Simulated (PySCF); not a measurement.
# A diatomic session: MgSe

What are the lowest state that PBE0 finds, the bond length, vibrational wavenumber and bond energy of MgSe, and how much do these hang on the method?

The runs use PySCF 2.14.0; Mg def2-SVP, Se def2-SVP, no relativity.

## (1) Input

A driver script around PySCF takes these settings:

```yaml
atoms: Mg, Se
charge: 0
basis: Mg def2-SVP, Se def2-SVP
Hamiltonian: no relativity
basis_functions: 50
electrons_treated: 46
masses_in_u: 23.9850, 79.9165
levels: PBE0, PBE, r²SCAN, MN15, BP86, B3LYP, LC-ωPBE, HF, MP2, SCS-MP2, CCSD, CCSD(T)
grid: 80 radial by 434 angular points
occupations: held fixed by the projection of orbital angular momentum
dissociation_limit: Mg + Se, each in its ground configuration
starting_distance_in_angstrom: 2.470
values_of_2S_to_try: 0, 2
```

After this run come: First curve: PBE0; Other states along the same grid; PBE; r²SCAN; MN15 (hybrid meta-GGA); BP86; B3LYP (global hybrid GGA); LC-ωPBE (range-separated hybrid); RHF; Correlated methods on the Hartree–Fock reference.

**Question.** What will these runs give? Wanted: for each run, Re; ωe; De; μ.

The runs gave:

Lowest PBE0 solution found, without spin–orbit coupling: ¹Σ⁺ (singlet), closed shell. State 2 has its PBE0 minimum 0.11 eV higher. State 3 has its PBE0 minimum 0.17 eV higher, as a spin-mixed determinant (⟨S²⟩ = 1.00), so this is no gap between pure states. State 4 has its PBE0 minimum 1.54 eV higher. The other levels ran on the lowest alone.

| level | Re (Å) | ωe (cm⁻¹) | De (eV) | μ (D) |
| --- | --- | --- | --- | --- |
| RHF | 2.273 | 427 | 0.200 | -8.66 |
| RHF-MP2 | 2.287 | 443 | 1.67 | n/a |
| RHF-SCS-MP2 | 2.295 | 431 | 1.48 | n/a |
| RHF-CCSD | 2.306 | 402 | 1.21 | n/a |
| RHF-CCSD(T) | 2.310 | 407 | 1.43 | n/a |
| PBE | 2.287 | 414 | 2.06 | -6.48 |
| BP86 | 2.288 | 413 | 2.04 | -6.50 |
| r²SCAN | 2.269 | 434 | 2.08 | -7.21 |
| B3LYP | 2.280 | 416 | 1.73 | -6.76 |
| PBE0 | 2.270 | 428 | 1.81 | -7.24 |
| MN15 | 2.274 | 420 | 1.72 | -6.98 |
| LC-ωPBE | 2.241 | 452 | 1.53 | -8.29 |

De is counted to Mg + Se in their ground configurations. A positive dipole means Mg(−)Se(+).

Differences from CCSD(T) in the same basis:

| level | Re (mÅ) | ωe (%) |
| --- | --- | --- |
| RHF | -37 | +5.0 |
| RHF-MP2 | -24 | +9.0 |
| RHF-SCS-MP2 | -16 | +5.9 |
| RHF-CCSD | -4 | -1.1 |
| PBE | -23 | +1.8 |
| BP86 | -22 | +1.4 |
| r²SCAN | -41 | +6.6 |
| B3LYP | -31 | +2.3 |
| PBE0 | -40 | +5.2 |
| MN15 | -37 | +3.3 |
| LC-ωPBE | -69 | +11.2 |

What this shows: Against CCSD(T) in the same basis, the bond length is nearest at RHF-CCSD (-4 mÅ) and farthest at LC-ωPBE (-69 mÅ); the wavenumber is nearest at RHF-CCSD (-1.1 %) and farthest at LC-ωPBE (+11.2 %). Hartree–Fock falls on the short and stiff side, its usual fault. CCSD(T) in a basis this small is itself some way from its limit, more so than the functionals. Of the levels with a De here, RHF gives the least (0.200 eV) and r²SCAN the most (2.08 eV).

Correlated steps freeze 10 core orbitals.
